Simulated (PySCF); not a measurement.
**One shape, several levels: GeNH3Cl (SMILES [NH][GeH2][Cl])**

Wanted: a comparison of 3 runs (CIS/STO-3G, CIS/3-21G, CIS/6-31G*) of GeNH3Cl. 

The results are computed with PySCF 2.14.0.

## 1. Starting point

The species is GeNH3Cl (6 atoms), meant as a doublet with charge 0. SMILES: `[NH][GeH2][Cl]`. The coordinates come from a PBE0-D4/def2-TZVP relaxation. This is one conformer, not always the lowest.

Bond lengths: N1–Ge2 1.850 Å, Ge2–Cl3 2.163 Å, N1–H4 1.025 Å, Ge2–H5 1.532 Å, Ge2–H6 1.533 Å. Angles: N1–Ge2–Cl3 112.3°, N1–Ge2–H5 108.2°, N1–Ge2–H6 108.2°, Cl3–Ge2–H5 107.3°, Cl3–Ge2–H6 107.3°, Ge2–N1–H4 110.5°, H5–Ge2–H6 113.7°.

## 2. The vertical excitations at CIS/STO-3G (run 1)

The input, mol.xyz:

```xyz
6

N     -0.523200    -1.383000    -0.263000
Ge     0.415600     0.163700     0.121700
Cl    -0.803100     1.938400    -0.087900
H     -1.489900    -1.161600    -0.521200
H      1.570300     0.283500    -0.878700
H      0.872500     0.095000     1.582900
```

The input, calc.py:

```python
from pyscf import gto, tdscf

mol = gto.M(
    atom='mol.xyz',
    spin=1,
    max_memory=1860,
    basis='sto-3g',
    verbose=4,
)

myscf = mol.UHF()
myscf.conv_tol = 1e-10
myscf.kernel()
if not myscf.converged:
    myscf = myscf.newton().run(myscf.mo_coeff, myscf.mo_occ)

energy = myscf.e_tot
print('Final energy', energy)

td = tdscf.TDA(myscf)
td.nstates = 3
td.kernel()
td.analyze()
roots = td.e * 27.211386
osc = td.oscillator_strength()
print('state   eV      nm      f')
for i, (w, f) in enumerate(zip(roots, osc), 1):
    print('%3d %9.4f %8.1f %9.5f' % (i, w, 1239.842 / w, f))
```

Launch:

```console
$ OMP_NUM_THREADS=1 python calc.py
```

Log:

```text
PySCF version 2.14.0

[... 90 lines left out ...]
converged SCF energy = -2561.85407748444  <S^2> = 0.76085903  2S+1 = 2.0108297
Final energy -2561.8540774844378
[... 35 lines left out ...]
** Transition electric dipole moments (AU) **
[... 5 lines left out ...]
** Transition velocity dipole moments (imaginary part, AU) **
state          X           Y           Z        Dip. S.      Osc.
  1        -0.0309     -0.0083      0.1086      0.0128      0.1149
  2         0.0181      0.0049     -0.0635      0.0044      0.0101
  3        -0.0045     -0.0498     -0.0051      0.0025      0.0054

** Transition magnetic dipole moments (imaginary part, AU) **
state          X           Y           Z
  1         1.2196      0.0867      0.3536
  2         0.0448     -0.7281     -0.0429
  3        -0.0033     -0.0006      0.0110
state   eV      nm      f
  1    2.0239    612.6   0.00171
  2    7.8723    157.5   0.01067
  3    8.4966    145.9   0.00756
```

It took 1.3 s on 1 thread of Arm Neoverse V2, shared host; peak memory 0.12 GiB.

The roots found:

```
excited state  energy (eV)  strength
            1        2.024    0.0017
            2        7.872    0.0107
            3        8.497    0.0076
```

## 3. The vertical excitations at CIS/3-21G (run 2)

The input, geometry.xyz:

```xyz
6
ClGeH3N
N     -0.523200    -1.383000    -0.263000
Ge     0.415600     0.163700     0.121700
Cl    -0.803100     1.938400    -0.087900
H     -1.489900    -1.161600    -0.521200
H      1.570300     0.283500    -0.878700
H      0.872500     0.095000     1.582900
```

The input, input.py:

```python
from pyscf import gto, tdscf

mol = gto.M(
    atom='geometry.xyz',
    basis='3-21g',
    verbose=4,
    max_memory=1860,
    spin=1,
)

mf = mol.UHF()
mf.conv_tol = 1e-10
mf.kernel()
if not mf.converged:
    mf = mf.newton().run(mf.mo_coeff, mf.mo_occ)

e_final = mf.e_tot
print('Final energy', e_final)

td = mf.TDA()
td.nstates = 3
td.kernel()
td.analyze()
roots = td.e * 27.211386
osc = td.oscillator_strength()
print('state   eV      nm      f')
for i, (w, f) in enumerate(zip(roots, osc), 1):
    print('%3d %9.4f %8.1f %9.5f' % (i, w, 1239.842 / w, f))
```

Launch:

```console
$ OMP_NUM_THREADS=1 python input.py
```

Log:

```text
PySCF version 2.14.0

[... 94 lines left out ...]
converged SCF energy = -2578.52563874061  <S^2> = 0.75993082  2S+1 = 2.0099063
Final energy -2578.5256387406143
[... 37 lines left out ...]
** Transition electric dipole moments (AU) **
[... 5 lines left out ...]
** Transition velocity dipole moments (imaginary part, AU) **
state          X           Y           Z        Dip. S.      Osc.
  1         0.0230      0.0061     -0.0807      0.0071      0.0918
  2        -0.0122     -0.0033      0.0430      0.0020      0.0061
  3         0.0052      0.0797      0.0076      0.0064      0.0162

** Transition magnetic dipole moments (imaginary part, AU) **
state          X           Y           Z
  1        -1.1303     -0.0935     -0.3287
  2        -0.0172      0.7201      0.0502
  3        -0.0193     -0.0052      0.0685
state   eV      nm      f
  1    1.3993    886.1   0.00090
  2    6.0126    206.2   0.00799
  3    7.1998    172.2   0.01805
```

Wall time 3 s (1 thread of Arm Neoverse V2, shared host); peak memory 0.14 GiB.

The roots found:

```
excited state  energy (eV)  strength
            1        1.399    0.0009
            2        6.013    0.0080
            3        7.200    0.0181
```

## 4. The excited states at CIS/6-31G(d) (spherical functions) (run 3)

The input, input.py:

```python
# [NH][GeH2][Cl]
from pyscf import gto, scf, tdscf

mol = gto.M(
    atom=[
    ('N', (-0.523200, -1.383000, -0.263000)),
    ('Ge', (0.415600, 0.163700, 0.121700)),
    ('Cl', (-0.803100, 1.938400, -0.087900)),
    ('H', (-1.489900, -1.161600, -0.521200)),
    ('H', (1.570300, 0.283500, -0.878700)),
    ('H', (0.872500, 0.095000, 1.582900)),
],
    max_memory=1860,
    basis='6-31g*',
    spin=1,
    verbose=3,
)

calc0 = scf.UHF(mol)
calc0.conv_tol = 1e-10
calc0.kernel()
if not calc0.converged:
    calc0 = calc0.newton().run(calc0.mo_coeff, calc0.mo_occ)

etot = calc0.e_tot
print('Final energy', etot)

td = tdscf.TDA(calc0)
td.nstates = 3
td.kernel()
td.analyze()
roots = td.e * 27.211386
osc = td.oscillator_strength()
print('state   eV      nm      f')
for i, (w, f) in enumerate(zip(roots, osc), 1):
    print('%3d %9.4f %8.1f %9.5f' % (i, w, 1239.842 / w, f))
```

Launch:

```console
$ OMP_NUM_THREADS=1 python input.py
```

Log:

```text
converged SCF energy = -2590.74758450023  <S^2> = 0.76018906  2S+1 = 2.0101632
Final energy -2590.7475845002336
Excitation energies (eV)
[1.77524741 5.85343359 7.59489664]

** Excitation energies and oscillator strengths **
state   eV      nm      f
  1    1.7752    698.4   0.00062
  2    5.8534    211.8   0.00567
  3    7.5949    163.2   0.01042
```

Wall time 11 s (1 thread of Arm Neoverse V2, shared host); peak memory 0.17 GiB.

The roots found:

```csv
excited state,energy (eV),strength
1,1.775,0.0006
2,5.853,0.0057
3,7.595,0.0104
```

## 5. The series

```csv
run,level,energy (Eh),dipole moment (D) of the reference,HOMO energy (eV),LUMO energy (eV),wall time
1,CIS/STO-3G,-2561.854077,1.55,-8.86,7.58,1.3 s
2,CIS/3-21G,-2578.525639,1.31,-11.27,2.21,3 s
3,CIS/6-31G* (spherical functions),-2590.747585,0.72,-11.51,2.09,11 s
```

## 6. What came out

| quantity | value |
| --- | --- |
| run 3: ground-state or mean-field energy | -2590.74758 Eh |
| run 3: dipole moment (Hartree–Fock density) | 0.72 D |
| run 3: HOMO energy (Hartree–Fock orbitals) (highest over α and β) | -11.51 eV |
| run 3: LUMO energy (Hartree–Fock orbitals) (lowest over α and β) | 2.09 eV |
| run 3: ⟨S²⟩ of the reference determinant | 0.760 |
| run 3: lowest excitation energy | 1.78 eV |

In words: In run 1 the basis is minimal, so the values are rough. All runs together took 15 s, the longest 11 s.
